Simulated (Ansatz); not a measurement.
The same calculation of CH6BClGeSi, SMILES ClB1C[SiH]1[GeH3] as a Python script and as an input file (Ansatz 0.2.0 through its Python package).

`ch6bclgesi.py`:
```python
import logging
import sys

import ansatz as az
import numpy as np

logging.basicConfig(stream=sys.stdout, format="%(name)s: %(message)s")
logger = logging.getLogger("ch6bclgesi")
logger.setLevel(logging.INFO)

SETTINGS = {
    "basis_set": "def2-SVP",
    "xc": "pbe0",
}

GEOMETRY = """
Cl   -2.24340   -1.95240    1.50310
B    -0.68280   -1.11880    1.08340
C     0.59210   -0.33730    1.49200
Si    0.81180   -0.51050   -0.26450
Ge   -0.20140    1.16940   -1.53510
H     1.33490   -0.94450    2.08730
H     0.45150    0.69610    1.86200
H     1.24940   -1.73820   -0.91160
H    -0.42500    2.43210   -0.57110
H     0.75150    1.54870   -2.65900
H    -1.57320    0.69840   -2.06590
"""


def main() -> None:
    ch6bclgesi = az.Crystal.molecule()
    for line in GEOMETRY.strip().splitlines():
        symbol, *xyz = line.split()
        ch6bclgesi = ch6bclgesi.atom(symbol, [float(v) for v in xyz])

    calc = (
        ch6bclgesi.calculation()
        .basis(gaussian=SETTINGS["basis_set"])
        .functional(SETTINGS["xc"])
    )
    symbols = [site.symbol for site in ch6bclgesi.cartesian_sites]
    start = np.array([site.position_ang for site in ch6bclgesi.cartesian_sites], dtype=float)
    def progress(event):
        if event["event"] == "relax_step":
            row = event["data"]
            logger.info(f"step {row['step']:3d}  E = {row['lagrangian_ev']:.6f} eV  max force {row['allowed_force_max_ev_ang']:.4f} eV/A")


    rep = calc.relax(force_tolerance=0.02).session().plan().execute(on_event=progress).report
    end = np.array(rep["positions_ang"])

    logger.info(f"E = {rep['free_energy_ev']:.6f} eV = {rep['free_energy_ev'] / 27.211386246:.7f} Ha")
    print("converged:", rep["converged"], " doubts:", rep["published_state_doubts"] or "none")

    logger.info("bond        before    after (A)")
    for i, j in [(0, 1), (1, 2), (1, 3), (2, 3), (2, 5), (2, 6), (3, 4), (3, 7), (4, 8), (4, 9), (4, 10)]:
        d0, d1 = (np.linalg.norm(xyz[i] - xyz[j]) for xyz in (start, end))
        print(f"{symbols[i]}{i}-{symbols[j]}{j}".ljust(10), f"{d0:8.4f} {d1:8.4f}")


if __name__ == "__main__":
    main()
```

```console
$ python ch6bclgesi.py
ch6bclgesi: step   1  E = -78696.554289 eV  max force 3.9143 eV/A
ch6bclgesi: step   2  E = -78697.276627 eV  max force 1.5925 eV/A
ch6bclgesi: step   3  E = -78697.476658 eV  max force 0.7138 eV/A
ch6bclgesi: step   4  E = -78697.540797 eV  max force 0.3668 eV/A
ch6bclgesi: step   5  E = -78697.565843 eV  max force 0.2590 eV/A
ch6bclgesi: step   6  E = -78697.570403 eV  max force 0.0981 eV/A
ch6bclgesi: step   7  E = -78697.572978 eV  max force 0.0537 eV/A
ch6bclgesi: step   8  E = -78697.574679 eV  max force 0.1060 eV/A
ch6bclgesi: step   9  E = -78697.576968 eV  max force 0.1512 eV/A
ch6bclgesi: step  10  E = -78697.580282 eV  max force 0.0871 eV/A
ch6bclgesi: step  11  E = -78697.584635 eV  max force 0.0456 eV/A
ch6bclgesi: step  12  E = -78697.583813 eV  max force 0.1846 eV/A
ch6bclgesi: step  13  E = -78697.585020 eV  max force 0.0945 eV/A
ch6bclgesi: step  14  E = -78697.587993 eV  max force 0.0848 eV/A
ch6bclgesi: step  15  E = -78697.589213 eV  max force 0.0602 eV/A
ch6bclgesi: step  16  E = -78697.589891 eV  max force 0.0447 eV/A
ch6bclgesi: step  17  E = -78697.590614 eV  max force 0.0266 eV/A
ch6bclgesi: step  18  E = -78697.591206 eV  max force 0.0249 eV/A
ch6bclgesi: step  19  E = -78697.591351 eV  max force 0.0167 eV/A
ch6bclgesi: E = -78697.591382 eV = -2892.0831401 Ha
converged: True  doubts: none
ch6bclgesi: bond        before    after (A)
Cl0-B1       1.8184   1.7294
B1-C2        1.5502   1.5446
B1-Si3       2.1025   1.9576
C2-Si3       1.7786   1.9324
C2-H5        1.1291   1.1021
C2-H6        1.1066   1.1006
Si3-Ge4      2.3373   2.3700
Si3-H7       1.4552   1.4929
Ge4-H8       1.6043   1.5410
Ge4-H9       1.5215   1.5418
Ge4-H10      1.5445   1.5408
```

`input.yaml`:
```yaml
crystal:
  periodic: [false, false, false]
  atoms:
    - { symbol: Cl, position_ang: [-2.2434, -1.9524, 1.5031] }
    - { symbol: B, position_ang: [-0.6828, -1.1188, 1.0834] }
    - { symbol: C, position_ang: [0.5921, -0.3373, 1.492] }
    - { symbol: Si, position_ang: [0.8118, -0.5105, -0.2645] }
    - { symbol: Ge, position_ang: [-0.2014, 1.1694, -1.5351] }
    - { symbol: H, position_ang: [1.3349, -0.9445, 2.0873] }
    - { symbol: H, position_ang: [0.4515, 0.6961, 1.862] }
    - { symbol: H, position_ang: [1.2494, -1.7382, -0.9116] }
    - { symbol: H, position_ang: [-0.425, 2.4321, -0.5711] }
    - { symbol: H, position_ang: [0.7515, 1.5487, -2.659] }
    - { symbol: H, position_ang: [-1.5732, 0.6984, -2.0659] }
basis:
  gaussian:
    orbitals: def2-SVP
hamiltonian:
  xc: pbe0
relax:
  f_tol: 0.02
```

Notes:
- Total energies depend on the basis set; only differences at equal settings carry meaning.
- The end point is the stationary point reached from this start; no frequency run checks that it is a minimum, and the basis set is modest.
- Run time: 2.6 min on 1 thread of Arm Neoverse V2, with other jobs on the host, peak memory 0.41 GiB.

(Lines on the test bed's own set-up are left out of the output.)
